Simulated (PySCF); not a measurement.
# BBrGeH3O: the cost of one run

Method: levels as typed in each script, gas phase, geometry from GFN2-xTB; program: PySCF 2.14.0.

## (1) The system as given

SMILES `[GeH3][O][B]Br`, 7 atoms, charge 0, spin multiplicity 2.

Bond lengths: Ge1–O2 1.797 Å, Ge1–H5 1.496 Å, Ge1–H6 1.495 Å, Ge1–H7 1.503 Å, O2–B3 1.296 Å, B3–Br4 1.917 Å. Angles: O2–Ge1–H5 102.0°, O2–Ge1–H6 102.0°, O2–Ge1–H7 110.3°, H5–Ge1–H6 113.7°, H5–Ge1–H7 113.8°, H6–Ge1–H7 113.8°, Ge1–O2–B3 145.3°, O2–B3–Br4 122.9°.

Coordinates:

```xyz
7
BBrGeH3O
Ge    1.8970   -0.2039    0.0000
O     0.5975    1.0369    0.0000
B    -0.6830    1.2386    0.0001
Br   -1.9617   -0.1897    0.0000
H     2.6439    0.1293   -1.2524
H     2.6444    0.1298    1.2513
H     1.3009   -1.5836    0.0006
```

## (2) Density, bond paths and surface potential (TPSS/def2-svpd)

input.py

```python
import numpy as np
from pyscf import gto, scf, dft
from pyscf.scf import atom_ks, atom_hf
from scipy.linalg import block_diag

def solve(mol, dm0=None, hcore=None):
    mf = (dft.UKS if mol.spin else dft.RKS)(mol, xc='tpss')
    mf.grids.level = 3
    mf = mf.density_fit(auxbasis='def2-universal-jkfit')
    mf.conv_tol, mf.max_cycle = 1e-8, 80
    if hcore is not None:
        mf.get_hcore = lambda *args: hcore
    mf.kernel(dm0)
    if not mf.converged:
        mf = mf.newton().run(mf.mo_coeff, mf.mo_occ, max_cycle=30)
    assert mf.converged, 'SCF not converged'
    return mf

mol = gto.M(atom='''
Ge     1.89701    -0.20388     0.00001
O      0.59750     1.03691     0.00002
B     -0.68302     1.23859     0.00005
Br    -1.96167    -0.18970    -0.00001
H      2.64394     0.12927    -1.25244
H      2.64444     0.12982     1.25132
H      1.30091    -1.58359     0.00063
''', basis='def2-svpd', charge=0, spin=1, verbose=4)
mf = solve(mol)
mf.analyze()
# spherically averaged free atoms, for the promolecule
atm = atom_ks.get_atm_nrks(mol, xc='tpss')
pro = block_diag(*[(atm[a[0]][2] * atm[a[0]][3]) @ atm[a[0]][2].T for a in mol._atom])
np.savez('result.npz', e=mf.e_tot, c=mf.mo_coeff, occ=mf.mo_occ, eps=mf.mo_energy, pro=pro, dip=mf.dip_moment(verbose=0), s2=mf.spin_square()[0])
```

On the command line:

```bash
$ OMP_NUM_THREADS=1 python input.py
```

**Question.** How long does this run take on 1 thread of AMD EPYC 7R43 (Zen 3), shared host, and how much memory does it need?

About 46 s, with a peak of 0.62 GiB.
